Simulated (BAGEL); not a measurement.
**HF/cc-pVTZ (density fitting with qzvpp-jkfit) run of BOF (fluoro(oxo)borane)**

Aim: the electronic atomisation energy of BOF (fluoro(oxo)borane) at HF/cc-pVTZ (density fitting with qzvpp-jkfit), from 4 runs. 

The results are computed with BAGEL 1.2.2.

10 further runs of the same task are left out: 10 set aside as unsound or not needed.

**1. The molecule**

The species is BOF (3 atoms), meant as a singlet with charge 0. As SMILES, `O=BF`. Geometry: relaxed at PBE0-D4/def2-TZVP.

Bond lengths: O1–B2 1.206 Å, B2–F3 1.282 Å. Angles: O1–B2–F3 180.0°.

**2. The energy at HF/cc-pVTZ (density fitting with qzvpp-jkfit)**

input.json reads:

```json
{ "bagel" : [

{
  "title" : "molecule",
  "basis" : "cc-pvtz.json",
  "df_basis" : "qzvpp-jkfit",
  "angstrom" : true,
  "geometry" : [
    { "atom" : "O", "xyz" : [       0.983100,      -0.565100,       0.479900 ] },
    { "atom" : "B", "xyz" : [       0.020300,      -0.011600,       0.009900 ] },
    { "atom" : "F", "xyz" : [      -1.003400,       0.576800,      -0.489800 ] }
  ]
},

{
  "title" : "hf"
},

{
  "title" : "print",
  "file" : "orbitals.molden",
  "orbitals" : true
}

]}
```

The basis set cc-pVTZ is read from a file made from the Basis Set Exchange's data (not shown).

Launch:

```sh
$ BAGEL_NUM_THREADS=1 BAGEL input.json > input.out
```

Output:

```text
* using 1 threads per process

  ===============================================================
  ===============================================================

  *** Geometry ***

  { "atom" : "O", "xyz" : [      1.857790,     -1.067884,      0.906880 ] },
  { "atom" : "B", "xyz" : [      0.038361,     -0.021921,      0.018708 ] },
  { "atom" : "F", "xyz" : [     -1.896151,      1.089994,     -0.925588 ] },

  Number of auxiliary basis functions:      229

  Since a DF basis is specified, we compute 2- and 3-index integrals:
    o Being stored without compression. Storage requirement is 0.015 GB

  Number of basis functions:       90
  Number of electrons      :       22

    * METHOD: MOLECULE                             0.07

  *** RHF ***

  === Nuclear Repulsion ===
    51.4389501297

      * DIIS with orbital gradients will be used.

  === RHF iteration (cc-pvtz.json) ===
      0       -198.87241774          0.02982052           0.01
      1       -198.99292235          0.02510423           0.01
      2       -199.15359744          0.00200109           0.01
      3       -199.15497476          0.00103393           0.01
      4       -199.15545277          0.00022608           0.01
      5       -199.15549214          0.00005295           0.01
      6       -199.15549380          0.00001115           0.01
      7       -199.15549386          0.00000231           0.01
      8       -199.15549386          0.00000089           0.01
      9       -199.15549386          0.00000032           0.01
     10       -199.15549386          0.00000015           0.01
     11       -199.15549386          0.00000004           0.01
     12       -199.15549386          0.00000001           0.01
     13       -199.15549386          0.00000000           0.01
    * SCF iteration converged.

    * Permanent dipole moment:
           (    0.749558,    -0.430967,     0.365919) a.u.

    * METHOD: HF                                   0.27

    * METHOD: PRINT                                0.02

  ===============================================================
```

Run time: 0.48 s. Hardware: 1 thread of Arm Neoverse V1, shared host.

**3. The B atom, same level**

hf.json reads:

```json
{ "bagel" : [

{
  "title" : "molecule",
  "basis" : "cc-pvtz.json",
  "df_basis" : "qzvpp-jkfit",
  "angstrom" : true,
  "geometry" : [
    { "atom" : "B", "xyz" : [    0.000000,    0.000000,    0.000000 ] }
  ]
},
{
  "title" : "uhf",
  "nopen" : 1
},
{
  "title" : "print",
  "file" : "orbitals.molden",
  "orbitals" : true
}

]}
```

The basis set cc-pVTZ is read from a file made from the Basis Set Exchange's data (not shown).

Launch:

```sh
$ BAGEL_NUM_THREADS=1 BAGEL hf.json > hf.out
```

Output:

```text
* using 1 threads per process

  ===============================================================
  ===============================================================

  *** Geometry ***

  { "atom" : "B", "xyz" : [      0.000000,      0.000000,      0.000000 ] },

  Number of auxiliary basis functions:       75

  Since a DF basis is specified, we compute 2- and 3-index integrals:
    o Being stored without compression. Storage requirement is 0.001 GB

  Number of basis functions:       30
  Number of electrons      :        5

    * METHOD: MOLECULE                             0.01

  *** Open-shell HF ***

  === Nuclear Repulsion ===
     0.0000000000

      * DIIS with orbital gradients will be used.

  === UHF iteration (cc-pvtz.json) ===
      0        -24.51049086          0.00657583           0.00
      1        -24.52687391          0.00359225           0.00
      2        -24.53064790          0.00189466           0.00
      3        -24.53204388          0.00013303           0.00
      4        -24.53206248          0.00005197           0.00
      5        -24.53206652          0.00000732           0.00
      6        -24.53206675          0.00000132           0.00
      7        -24.53206676          0.00000016           0.00
      8        -24.53206676          0.00000003           0.00
      9        -24.53206676          0.00000000           0.00
    * SCF iteration converged.

    * S^2 (UHF) is 0.7604

    * Permanent dipole moment:
           (   -0.000000,    -0.000000,     0.000000) a.u.

    * METHOD: UHF                                  0.03

    * METHOD: PRINT                                0.00

  ===============================================================
```

Run time: 0.16 s. Hardware: 1 thread of Arm Neoverse V1, shared host.

**4. The F atom at the same level**

input.json reads:

```json
{ "bagel": [

{
  "title": "molecule",
  "basis": "cc-pvtz.json",
  "df_basis": "qzvpp-jkfit",
  "angstrom": true,
  "geometry": [
    { "atom": "F", "xyz": [    0.000000,    0.000000,    0.000000 ] }
  ]
},
{
  "title": "uhf",
  "charge": 0,
  "nopen": 1
},
{
  "title": "print",
  "file": "orbitals.molden",
  "orbitals": true
}

]}
```

The basis set cc-pVTZ is read from a file made from the Basis Set Exchange's data (not shown).

Run the same way, it converges to -99.40553 Eh (log not shown).

**5. The O atom, same level**

input.json reads:

```json
{ "bagel" : [

{
  "title" : "molecule",
  "basis" : "cc-pvtz.json",
  "df_basis" : "qzvpp-jkfit",
  "angstrom" : true,
  "geometry" : [
    { "atom" : "O", "xyz" : [    0.000000,    0.000000,    0.000000 ] }
  ]
},
{ "title" : "uhf", "nopen" : 2 },
{ "title" : "print", "file" : "orbitals.molden", "orbitals" : true }

]}
```

The basis set cc-pVTZ is read from a file made from the Basis Set Exchange's data (not shown).

Run the same way, it converges to -74.81176 Eh (log not shown).

**6. What came out**

Level: HF/cc-pVTZ (density fitting with qzvpp-jkfit).

```
                     quantity          value
       molecule: total energy  -199.15549 Eh
      molecule: dipole moment         2.39 D
        molecule: HOMO energy      -14.24 eV
        molecule: LUMO energy        2.98 eV
      molecule: HOMO–LUMO gap       17.22 eV
         B atom: total energy   -24.53207 Eh
        B atom: dipole moment         0.00 D
                 B atom: ⟨S²⟩          0.760
         F atom: total energy   -99.40553 Eh
        F atom: dipole moment         0.00 D
                 F atom: ⟨S²⟩          0.753
         O atom: total energy   -74.81176 Eh
        O atom: dipole moment         0.00 D
                 O atom: ⟨S²⟩          2.007
electronic atomisation energy      11.052 eV
```

Taking the molecule apart into free atoms costs 11.05 eV (1066 kJ/mol), before zero-point energy and without spin-orbit coupling. Hartree–Fock lacks the correlation of the bonding pairs, which as a rule makes this value much too low; in minimal bases other errors can mask that.
